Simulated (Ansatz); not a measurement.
# WH₃ (octet): wave-function methods side by side, def2-TZVPP

The task here is to estimate one member of a computed series from the others.

Computed with Ansatz 0.2.0, Gaussian basis. Level: def2-TZVPP, core rule «outside noble gas», up to 4 orbitals frozen.

To be run: UHF; CCSD(T) on ROHF; CCSD(T) on UHF; CCSDT(Q) on ROHF; CCSDT(Q) on UHF.

10 further runs of the same task are left out: 6 for a known fault of the program, 4 set aside as unsound or not needed.

**The geometry**

The geometry is a PBE0/def2-TZVP stationary point (not a proven minimum) of the parent state, kept for this charge and spin. No spin-orbit coupling is included. Elements past krypton take def2 core potentials.

4 atoms, charge 0, spin multiplicity 8.

Atoms are counted from 1 here; the program's logs count them from 0.

Bond lengths: W1–H2 1.697 Å, W1–H3 1.809 Å, W1–H4 1.809 Å. Angles: H2–W1–H3 90.2°, H2–W1–H4 90.2°, H3–W1–H4 179.6°.

The first run:

Input file in.yaml:

```yaml
crystal:
  periodic: [false, false, false]
  atoms:
    - {symbol: W, position_ang: [0.000000, -0.009090, 0.000000]}
    - {symbol: H, position_ang: [0.000000, 1.688316, 0.000000]}
    - {symbol: H, position_ang: [0.000000, -0.015207, 1.808801]}
    - {symbol: H, position_ang: [0.000000, -0.015207, -1.808801]}
basis:
  gaussian: {orbitals: def2-TZVPP}
magnetization: {spin_polarized: true, initial_magnetization: 7}
hamiltonian: {xc: hf}
output: {orbitals: {seedname: orbitals}}
```

Launch:

```bash
$ ansatz run in.yaml --threads 1 --pin off --events-out ev --progress --plain --max-ram 4096MiB --backend cpu
```

Among the steps run: UHF; CCSD(T) on ROHF; CCSD(T) on UHF; CCSDT(Q) on ROHF; CCSDT(Q) on UHF.

One table of the session follows, with a row left open; its other results are not shown here.

It belongs to the step «Misses and costs». 

```
   method  from RCCSDT(Q) (meV)
     RMP2                +622.3
     UMP2                +609.8
    RCCSD                +242.7
    UCCSD                +145.3
 RCCSD(T)                 +37.8
 UCCSD(T)                 -51.8
   RCCSDT                 +13.4
   UCCSDT                 -73.3
RCCSDT(Q)                     0
UCCSDT(Q)                     ?
```

Estimate the missing values for UCCSDT(Q).

**Answer.** from RCCSDT(Q) (meV): -86.0. In the column «from RCCSDT(Q) (meV)» it is the lowest.

Left out of the table: ROHF, UHF (another determinant or state than the rows shown).

The program flags RCCSD(T), UCCSD(T), RCCSDT(Q), UCCSDT(Q) as in doubt (see the logs), so the zero of the table is itself unsure.

Limits of these values: The report flags that the cluster equations may have other roots. The program flags RCCSD(T), UCCSD(T), RCCSDT(Q), UCCSDT(Q) as in doubt, so the zero of the table is itself unsure. Warnings: coupled cluster took another determinant than the lowest. Restricted and unrestricted rows rest on different reference determinants; where their highest levels disagree by more than a few hundredths of an eV, they describe different states and don't form one ladder.
